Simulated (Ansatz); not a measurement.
**GeHI3: a ladder of functionals and wavefunction methods**

Aim: compute GeHI3 with functionals from several rungs and with coupled cluster. The yardstick is the atomisation energy at the CCSD(T) limit.

Computed with Ansatz 0.2.0, Gaussian basis. Level: functionals in def2-TZVPP, the program's frozen cores in correlated methods.

The runs, in order: LDA (SPW92), PBE-D4, revPBE-D4, BLYP-D4, r2SCAN-D4, B97M-V, PBE0-D4, B3LYP-D4, r2SCANh-D4, r2SCAN0-D4, HSE06-D4, BHLYP-D4, CAM-B3LYP-D4, LC-ωPBE, ωB97X-V, ωB97M-V, B2PLYP, PBE-QIDH; CCSD(T)/def2-SVP; CCSD(T)/def2-TZVPP; MP2/def2-QZVPP; extrapolation to the limit; RPA on PBE.

### 1 Structure used throughout

All runs share one geometry, relaxed beforehand with PBE0-D4 in a triple-zeta def2 set. I takes the def2 core potential; no spin-orbit term is included.

5 atoms, charge 0, spin multiplicity 1.

Atoms are counted from 1 here; the program's logs count them from 0.

Bond lengths: I1–Ge2 2.501 Å, Ge2–I3 2.501 Å, Ge2–I4 2.501 Å, Ge2–H5 1.533 Å. Angles: I1–Ge2–I3 109.9°, I1–Ge2–I4 109.9°, I1–Ge2–H5 109.0°, I3–Ge2–I4 109.9°, I3–Ge2–H5 109.0°, I4–Ge2–H5 109.0°.

Geometry (Å):

```
atom    x (Å)    y (Å)    z (Å)
  I1  -1.5912  -0.4884   1.7810
 Ge2   0.0719   0.1528   0.0272
  I3   1.9936  -1.4469   0.0490
  I4  -1.0173   0.1459  -2.2237
  H5   0.5929   1.5630   0.3252
```

### 2 LDA

This LDA is Slater exchange with PW92 correlation.

The input, in.yaml:

```yaml
crystal:
  periodic: [false, false, false]
  atoms:
    - {symbol: I, position_ang: [-1.591221, -0.488398, 1.780953]}
    - {symbol: Ge, position_ang: [0.071852, 0.152839, 0.027155]}
    - {symbol: I, position_ang: [1.993606, -1.446945, 0.049015]}
    - {symbol: I, position_ang: [-1.017323, 0.145923, -2.223747]}
    - {symbol: H, position_ang: [0.592885, 1.562982, 0.325224]}
basis:
  gaussian: {orbitals: def2-TZVPP}
hamiltonian: {xc: lda}
output: {orbitals: {seedname: orbitals}}
```

Launch:

```bash
> ansatz run in.yaml --threads 4 --pin off --events-out ev --progress --plain --max-ram 11315MiB
```

After this run come: PBE-D4 (GGA); revPBE-D4 (GGA); BLYP-D4 (GGA); r2SCAN-D4 (meta-GGA); B97M-V (meta-GGA); B3LYP-D4 (hybrid); r2SCANh-D4 (hybrid); r2SCAN0-D4 (hybrid); HSE06-D4 (hybrid); BHLYP-D4 (hybrid); CAM-B3LYP-D4 (range-separated); LC-ωPBE (range-separated); ωB97X-V (range-separated); ωB97M-V (range-separated); B2PLYP (double hybrid); PBE-QIDH (double hybrid); CCSD(T) in def2-SVP; CCSD(T) in def2-TZVPP; MP2 in def2-QZVPP; RPA on PBE orbitals.

**Question.** What will the summary of the whole plan be? Wanted: atomisation energy, CCSD(T)/CBS; farthest beyond LDA; mean size of error, GGA; mean size of error, meta-GGA; mean size of error, hybrid; mean size of error, range-separated; mean size of error, double hybrid; gap, smallest and largest; T1 diagnostic.

As calculated:

| quantity | value |
| --- | --- |
| atomisation energy, CCSD(T)/CBS | 261.3 kcal/mol |
| functionals within 2.6 kcal/mol (1.0 %) | PBE-D4 |
| farthest beyond LDA | LC-ωPBE (-21.1 kcal/mol) |
| mean size of error, GGA | 9.2 kcal/mol |
| mean size of error, meta-GGA | 6.8 kcal/mol |
| mean size of error, hybrid | 9.6 kcal/mol |
| mean size of error, range-separated | 15.7 kcal/mol |
| mean size of error, double hybrid | 10.3 kcal/mol |
| gap, smallest and largest | 3.01 eV (BLYP-D4), 9.59 eV (LC-ωPBE) |
| T1 diagnostic | 0.0084 |
| triples share of the correlation energy | 2.5 % |

The LDA atomisation energy is off by 39.9 kcal/mol (15 %): it overbinds. PBE-D4 misses by -1.3 kcal/mol. Double hybrids carry the basis error of their MP2 part in triple zeta, and no dispersion term here, so their miss is partly the set-up's. Taken by rung, meta-GGA functionals do best (6.8 kcal/mol on average) and range-separated ones worst beyond LDA (15.7 kcal/mol). Misses under about 2.6 kcal/mol are within the doubt on the reference itself, which lacks core-valence correlation, spin-orbit coupling and higher excitations, and its outer-core shells are covered unevenly. All levels share the lack of spin-orbit coupling, which lowers the free heavy atoms and so the true binding. Hartree-Fock recovers 63 % of the binding; the rest is correlation. CCSD(T) in def2-SVP is off by -36.0 kcal/mol, so the small basis spoils what the method gains. The gap grows from 3.0 to 9.6 eV across the functionals, mostly with the share of exact exchange. Correlated methods include outer-core shells of Ge, I, which these sets cover unevenly.
